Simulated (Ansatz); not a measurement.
# Y3B2: a trial structure relaxed

Aim: relax Y3B2 from this start, tetradymite type (R-3m, No. 166), and see where it ends.

Computed with Ansatz 0.2.0 (DFT PBE, scalar-relativistic, plane waves, PAW, unless a step's input says otherwise).

## Step 1: The structure to begin with

The structure is trigonal, space group R-3m (No. 166). Conventional cell: a = 3.610 Å, b = 3.610 Å, c = 25.100 Å, α = 90.00°, β = 90.00°, γ = 120.00°. Y (site symmetry -3m) is surrounded by 6 B at 2.67 Å. Around Y (site symmetry 3m) lie 3 B at 2.53 Å. B (site symmetry 3m) is surrounded by 6 Y at 2.53 to 2.67 Å.

As a file:

```
Y B
1.0
     1.80489    1.04206    8.36660
    -1.80489    1.04206    8.36660
     0.00000   -2.08411    8.36660
Y B
3 2
Direct
  0.00000 0.00000 0.00000
  0.20950 0.20950 0.20950
  0.79050 0.79050 0.79050
  0.40000 0.40000 0.40000
  0.60000 0.60000 0.60000
```

(A quick probe on a coarse mesh, which set the mesh and smearing, is not shown.)

## Step 3: A loose first relaxation

input.yaml

```yaml
crystal:
  lattice:
    - [1.804894013, 1.0420560442, 8.3665992926]
    - [-1.804894013, 1.0420560442, 8.3665992926]
    - [0.0, -2.0841120884, 8.3665992926]
  atoms:
    - { symbol: "Y", position: [0.0, 0.0, 0.0] }
    - { symbol: "Y", position: [0.2095, 0.2095, 0.2095] }
    - { symbol: "Y", position: [0.7905, 0.7905, 0.7905] }
    - { symbol: B, position: [0.4, 0.4, 0.4] }
    - { symbol: B, position: [0.6, 0.6, 0.6] }
basis:
  ecutwfc: 420
kpoints:
  mp_grid: { grid: [6, 6, 6] }
hamiltonian:
  xc: pbe
scf:
  occupations: { method: gaussian, width: 0.1 }
  lower_state_search: "off"
output:
  forces: true
  stress: true
  eigenvalues: true
relax:
  adjacent_minimum: "off"
  f_tol: 0.04
  max_steps: 70
  cell: { stress_tol: 0.4 }
```

Started as:

```
> ansatz run input.yaml --threads 1 --pin off --max-ram 2560MiB --backend cpu --events-out ev --progress --plain --runs-dir out
```

The session goes on with these runs: the relaxation.

What does the calculation give?

**Answer**, as computed:

Formation energies count from the elements, computed with the same settings in runs not shown here.

| quantity | value |
| --- | --- |
| cell (conventional) | a = 3.672 Å, b = 3.672 Å, c = 29.594 Å, α = 90.00°, β = 90.00°, γ = 120.00° |
| space group | R-3m (No. 166) |
| volume | 23.04 Å³/atom |
| gap on the mesh | none (metal) |
| formation energy from the elements | +0.107 eV/atom |

**Reading.** The space group stayed R-3m, and from the first guess the volume went from 18.88 to 23.04 Å³/atom. The formation energy of +0.11 eV/atom is positive, so the elements lie lower than this structure; another structure of the compound can lie lower.
